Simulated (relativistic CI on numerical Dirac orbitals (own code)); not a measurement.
**W⁵⁺: 4d photoemission multiplets**

Aim: the 4d photoemission spectrum of W⁵⁺ in 3 surroundings, from the same atomic integrals.

Program: relativistic CI on numerical Dirac orbitals (own code) version 1. Level of theory: Dirac-Coulomb-Breit CI, KLI orbitals optimised for each configuration, model QED (radiative potential, 1s self-energy scaled to tabulated hydrogen-like ionisation energies), valence Slater integrals scaled by 0.7, multiplet model of photoemission in the sudden approximation in a parametric crystal field. These are calculated values, not measurements, unless marked.

### Step 1. The system

| Quantity | Value |
| --- | --- |
| ion | W⁵⁺ (W VI) |
| nuclear charge | 74 |
| electrons | 69 |
| configurations | [Xe] 4f14 5d → [Kr] 4d9 4f14 5s2 5p6 5d |
| temperature | 300 K |
| widths | Lorentz 3.5 eV, Gauss 0.6 eV |
| surrounding 1 | D3d, 10Dq = 41850, Dsigma = -1050, Dtau = -230 cm⁻¹ |
| surrounding 2 | D4h, 10Dq = 65000, Ds = 1660, Dt = -320 cm⁻¹ |
| surrounding 3 | Td, 10Dq = -10500 cm⁻¹ |

### Step 2. Surrounding 1: D3d, 10Dq = 41850, Dsigma = -1050, Dtau = -230

Settings, as recorded:

```ini
atom W  Z=74  charge=5  electrons=69
nucleus A=184  rms_radius_fm=5.3658
hamiltonian dirac-coulomb  breit=on  qed=on  c_scale=1
orbitals kli  potential=per-configuration
slater_scale 0.7
correlation none
mixing on
configurations
  [Xe] 4f14 5d
  [Kr] 4d9 4f14 5s2 5p6 5d
end
photoemission 4d T=300 lorentz=3.5 gauss=0.6
crystal_field D3d 10Dq=41850 Dsigma=-1050 Dtau=-230
```

### Step 3. Surrounding 2: D4h, 10Dq = 65000, Ds = 1660, Dt = -320

Settings: those of step 2 with these lines changed.

```diff
@@ -12,2 +12,2 @@
 photoemission 4d T=300 lorentz=3.5 gauss=0.6
-crystal_field D3d 10Dq=41850 Dsigma=-1050 Dtau=-230
+crystal_field D4h 10Dq=65000 Ds=1660 Dt=-320
```

### Step 4. Surrounding 3: Td, 10Dq = -10500

Settings: those of step 3 with these lines changed.

```diff
@@ -12,2 +12,2 @@
 photoemission 4d T=300 lorentz=3.5 gauss=0.6
-crystal_field D4h 10Dq=65000 Ds=1660 Dt=-320
+crystal_field Td 10Dq=-10500
```

(Steps that only read results are left out.)

Q: Predict the outcome of this session. Wanted: highest peak, first run; ground spin.

**Answer**, as computed:

| surrounding | ground S | centroid (eV) | spread (eV) | up to four highest peaks (% of the highest), eV |
| --- | --- | --- | --- | --- |
| 1: D3d | 0.50 | 323.30 | 6.20 | 318.4 (100), 330.8 (66) |
| 2: D4h | 0.50 | 323.31 | 6.20 | 318.4 (100), 330.8 (66) |
| 3: Td | 0.50 | 323.29 | 6.21 | 318.4 (100), 330.8 (67) |

| quantity | value |
| --- | --- |
| highest peak, first run | 318.4 eV |
| ground spin (effective S from ⟨S²⟩) | 0.50 |

In words: The highest peak stays in place, within the step of the energy grid, in all surroundings. Energies are those of the free ion without screening by ligands; binding energies in solids differ by tens of eV.
